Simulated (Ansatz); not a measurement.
**C3H6AlFSi: one species, many methods**

How much do the methods differ for C3H6AlFSi? The plan is to run it at one geometry with functionals of several rungs and with coupled cluster. The yardstick is the atomisation energy at the CCSD(T) limit.

Program: Ansatz 0.2.0, Gaussian basis. Level of theory: functionals in def2-TZVPP, the program's frozen cores in correlated methods. These are calculated values, not measurements.

Levels to be run: PBE-D4, r2SCAN-D4, PBE0-D4, B3LYP-D4, ωB97X-V, ωB97M-V, B2PLYP; CCSD(T)/def2-TZVPP; MP2/def2-QZVPP; extrapolation to the limit.

## 1. The geometry

All runs share one geometry, relaxed beforehand with PBE0-D4 in a triple-zeta def2 set.

SMILES `C#C[SiH2][CH](F)[AlH2]`, 12 atoms, charge 0, spin multiplicity 1.

Atoms are counted from 1 here; the program's logs count them from 0.

Bond lengths: C1–C2 1.214 Å, C1–H7 1.068 Å, C2–Si3 1.861 Å, Si3–C4 1.874 Å, Si3–H8 1.483 Å, Si3–H9 1.482 Å, C4–F5 1.408 Å, C4–Al6 2.025 Å, C4–H10 1.094 Å, Al6–H11 1.590 Å, Al6–H12 1.586 Å. Angles: C2–C1–H7 176.1°, C1–C2–Si3 164.1°, C2–Si3–C4 97.1°, C2–Si3–H8 106.5°, C2–Si3–H9 108.9°, C4–Si3–H8 113.4°, C4–Si3–H9 117.5°, H8–Si3–H9 111.7°, Si3–C4–F5 110.1°, Si3–C4–Al6 98.4°, Si3–C4–H10 113.4°, F5–C4–Al6 111.0°, F5–C4–H10 108.6°, Al6–C4–H10 115.1°, C4–Al6–H11 115.1°, C4–Al6–H12 118.8°, H11–Al6–H12 122.7°.

## 2. PBE-D4 (GGA)

Contents of in.yaml:

```yaml
crystal:
  periodic: [false, false, false]
  atoms:
    - {symbol: C, position_ang: [-2.157877, 0.127231, 0.183238]}
    - {symbol: C, position_ang: [-1.258560, -0.682838, 0.094604]}
    - {symbol: Si, position_ang: [0.409242, -1.499115, -0.026849]}
    - {symbol: C, position_ang: [1.440812, 0.049326, 0.197895]}
    - {symbol: F, position_ang: [1.813272, 0.190359, 1.548886]}
    - {symbol: Al, position_ang: [0.037409, 1.415828, -0.316186]}
    - {symbol: H, position_ang: [-2.995172, 0.784187, 0.272986]}
    - {symbol: H, position_ang: [0.499102, -2.074849, -1.391039]}
    - {symbol: H, position_ang: [0.508210, -2.546200, 1.017343]}
    - {symbol: H, position_ang: [2.345635, 0.060955, -0.416370]}
    - {symbol: H, position_ang: [-0.172697, 1.611169, -1.879922]}
    - {symbol: H, position_ang: [-0.392578, 2.508647, 0.749414]}
basis:
  gaussian: {orbitals: def2-TZVPP}
hamiltonian: {xc: pbe, dispersion: d4}
output: {forces: true, orbitals: {seedname: orbitals}}
```

Launch:

```console
> ansatz run in.yaml --threads 4 --pin off --events-out ev --progress --plain --max-ram 10444MiB
```

After this run come: r2SCAN-D4 (meta-GGA); PBE0-D4 (hybrid); B3LYP-D4 (hybrid); ωB97X-V (range-separated); ωB97M-V (range-separated); B2PLYP (double hybrid); CCSD(T) in def2-TZVPP; MP2 in def2-QZVPP.

**Question.** What will the summary of the whole plan be? Wanted: atomisation energy, CCSD(T)/CBS; farthest; mean size of error, hybrid; mean size of error, range-separated; gap, smallest and largest; T1 diagnostic; triples share of the correlation energy.

The runs gave:

| quantity | value |
| --- | --- |
| atomisation energy, CCSD(T)/CBS | 4308.4 kJ/mol |
| functionals within 21.5 kJ/mol (0.5 %) | r2SCAN-D4, PBE0-D4, B3LYP-D4, ωB97X-V, ωB97M-V |
| farthest | PBE-D4 (+77.4 kJ/mol) |
| mean size of error, hybrid | 7.1 kJ/mol |
| mean size of error, range-separated | 14.2 kJ/mol |
| gap, smallest and largest | 3.88 eV (PBE-D4), 10.55 eV (ωB97X-V) |
| T1 diagnostic | 0.0129 |
| triples share of the correlation energy | 4.1 % |

**Reading.** PBE-D4 is off by +77.4 kJ/mol. Double hybrids carry the basis error of their MP2 part in triple zeta, and no dispersion term here, so their miss is partly the set-up's. Misses under about 21.5 kJ/mol are within the doubt on the reference itself, which lacks core-valence correlation, relativity and higher excitations. Hartree-Fock recovers 73 % of the binding; the rest is correlation. Orbital gaps span 3.9 to 10.6 eV; exact exchange widens them.
